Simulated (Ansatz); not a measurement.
HPbNO4:

```xyz
14
Lattice="6.4345 0.0000 0.0087 0.0000 4.1109 0.0000 -3.1488 0.0000 7.7203" Properties=species:S:1:pos:R:3 pbc="T T T"
H     0.2769    0.3972    3.9549
H     3.0088    2.4526    3.7740
Pb    5.4168    2.4873    2.2678
Pb   -2.1311    0.4318    5.4611
N     1.3145    1.5041    6.1266
N     1.9712    3.5595    1.6024
O    -0.6130    0.3781    3.5271
O     0.1283    1.8988    6.2234
O     2.2065    1.9134    6.9088
O     1.6376    0.6685    5.2028
O     3.8987    2.4336    4.2019
O     3.1574    3.9543    1.5056
O     1.0791    3.9688    0.8202
O     1.6481    2.7240    2.5262
```

The cell was built by a generator and needn't be a form met in nature.

```yaml
Program: Ansatz 0.2.0
Task: relaxation of cell and atoms
Functional: revPBE
Potentials_or_basis: Ansatz PAW
Cutoff: "420 eV (not typed: the program's choice for these potentials)"
k_mesh: 4 × 5 × 3
Occupations: fermi-dirac, width 0.05 eV
Spin: no spin polarisation
```

At the start: volume 14.59 Å³/atom.

**Question.** How do energy, volume and symmetry change on relaxing?

**Answer.** It ends after 19 steps and the volume is 16.08 Å³/atom (+10.2 %); space group P2_1 (No. 4, to 0.05 Å).

Step by step:
| step | energy change (eV) | largest force (eV/Å) | volume (Å³) |
| --- | --- | --- | --- |
| 1 | 0.0000 | 0.2277 | 204.33 |
| 2 | -0.0188 | 0.1410 | 214.75 |
| 3 | -0.0198 | 0.0532 | 215.81 |
| 4 | -0.0208 | 0.1246 | 216.26 |
| 5 | -0.0203 | 0.0293 | 216.74 |
| 6 | -0.0202 | 0.0204 | 216.80 |
| 7 | -0.0205 | 0.0177 | 216.73 |
| 8 | -0.0204 | 0.0114 | 216.76 |
| 9 | -0.0795 | 0.0111 | 216.76 |
| 10 | -0.0702 | 0.0705 | 221.68 |
| 11 | -0.0660 | 0.0772 | 222.99 |
| 12 | -0.0659 | 0.0275 | 223.10 |
| 13 | -0.0658 | 0.0119 | 223.16 |
| 14 | -0.0912 | 0.0115 | 223.16 |
| 15 | -0.0868 | 0.0230 | 224.70 |
| 16 | -0.0852 | 0.0212 | 225.16 |
| 17 | -0.0851 | 0.0200 | 225.20 |
| 18 | -0.0853 | 0.0035 | 225.12 |
| 19 | -0.0922 | 0.0036 | 225.12 |

Final structure:
```
H Pb N O
1.0
     6.54817    0.00000   -0.01191
     0.00000    4.32482    0.00000
    -3.22952    0.00000    7.95529
H Pb N O
2 2 2 8
Direct
  0.27887 0.11723 0.50031
  0.72113 0.61723 0.49969
  0.98396 0.63490 0.29905
  0.01604 0.13490 0.70095
  0.59794 0.34697 0.79374
  0.40206 0.84697 0.20626
  0.11680 0.11464 0.45002
  0.42348 0.43510 0.80966
  0.78458 0.42833 0.89704
  0.58668 0.17230 0.66887
  0.88320 0.61464 0.54998
  0.57652 0.93510 0.19034
  0.21542 0.92833 0.10296
  0.41332 0.67230 0.33113
```

Caveat: the plane-wave basis is chosen anew once the cell has moved, so the energies of steps on either side of that aren't comparable; the pressure holds a Pulay correction of +0.5 GPa for the finite cutoff; the PAW data sets come from PBE, with cores solved anew for the run's functional, which leaves a small shift of forces and pressure.
